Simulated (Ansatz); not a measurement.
# MoH+ (triplet): wave-function methods side by side at distance Mo1–H2 = 2.586 Å, def2-SVP

The task here is to estimate one member of a computed series from the others.

The runs use Ansatz 0.2.0, Gaussian basis; def2-SVP, core rule «outside noble gas», up to 4 orbitals frozen.

To be run: UHF; CCSD(T) on ROHF; CCSD(T) on UHF; CISD; CCSDT(Q) on ROHF; CCSDT(Q) on UHF; CASSCF and MRCISD+Q, 4 electrons in 4 orbitals; CASSCF and NEVPT2, 4 electrons in 4 orbitals; CASSCF and MRCISD+Q, 6 electrons in 7 orbitals; CASSCF and NEVPT2, 6 electrons in 7 orbitals; Full CI.

30 further runs of the same task are left out: 15 for a known fault of the program, 9 that didn't finish, 6 set aside as unsound or not needed.

**The geometry**

The geometry derives from a PBE0/def2-TZVP stationary point (not a proven minimum). One bond is set to the value named and the two fragments are kept rigid. No spin-orbit coupling is included. Elements past krypton take def2 core potentials.

2 atoms, charge 1, spin multiplicity 3.

Atoms are counted from 1 here; the program's logs count them from 0.

No contacts short enough for the rule that draws bonds.

The first run:

The input, in.yaml:

```yaml
crystal:
  periodic: [false, false, false]
  atoms:
    - {symbol: Mo, position_ang: [0.000000, 0.000000, 0.000000]}
    - {symbol: H, position_ang: [0.000000, 0.000000, 2.586000]}
basis:
  gaussian: {orbitals: def2-SVP}
total_charge: 1
magnetization: {spin_polarized: true, initial_magnetization: 2}
hamiltonian: {xc: hf}
output: {orbitals: {seedname: orbitals}}
```

Launch:

```console
ansatz run in.yaml --threads 1 --pin off --events-out ev --progress --plain --max-ram 2393MiB
```

Steps of the session up to this table: UHF; CCSD(T) on ROHF; CCSD(T) on UHF; CISD; CCSDT(Q) on ROHF; CCSDT(Q) on UHF; CASSCF and MRCISD+Q, 4 electrons in 4 orbitals; CASSCF and NEVPT2, 4 electrons in 4 orbitals; CASSCF and MRCISD+Q, 6 electrons in 7 orbitals; CASSCF and NEVPT2, 6 electrons in 7 orbitals; Full CI.

One table of the session follows, with a row left open; its other results are not shown here.

```
       method  from FCI (meV)
         ROHF         +3527.9
         RMP2               ?
         CISD          +630.5
        RCCSD          +315.2
     RCCSD(T)          +100.6
       RCCSDT           +38.9
    RCCSDT(Q)            -1.0
  CASSCF pair         +1839.7
  NEVPT2 pair          +566.0
  MRCISD pair          +186.6
MRCISD+Q pair           +72.6
          FCI               0
```

**Question.** Estimate the row for RMP2.

**Answer.** from FCI (meV): +1556.5. In the column «from FCI (meV)» it lies between CISD (+630.5) and CASSCF pair (+1839.7).

Left out of the table: CASSCF valence, NEVPT2 valence, MRCISD valence, MRCISD+Q valence (the active space lost an orbital or holds another state than full CI finds).

To keep in mind: Left out of the table: UHF, UMP2, UCCSD, UCCSD(T), UCCSDT, UCCSDT(Q) (another determinant or state than the rows shown).
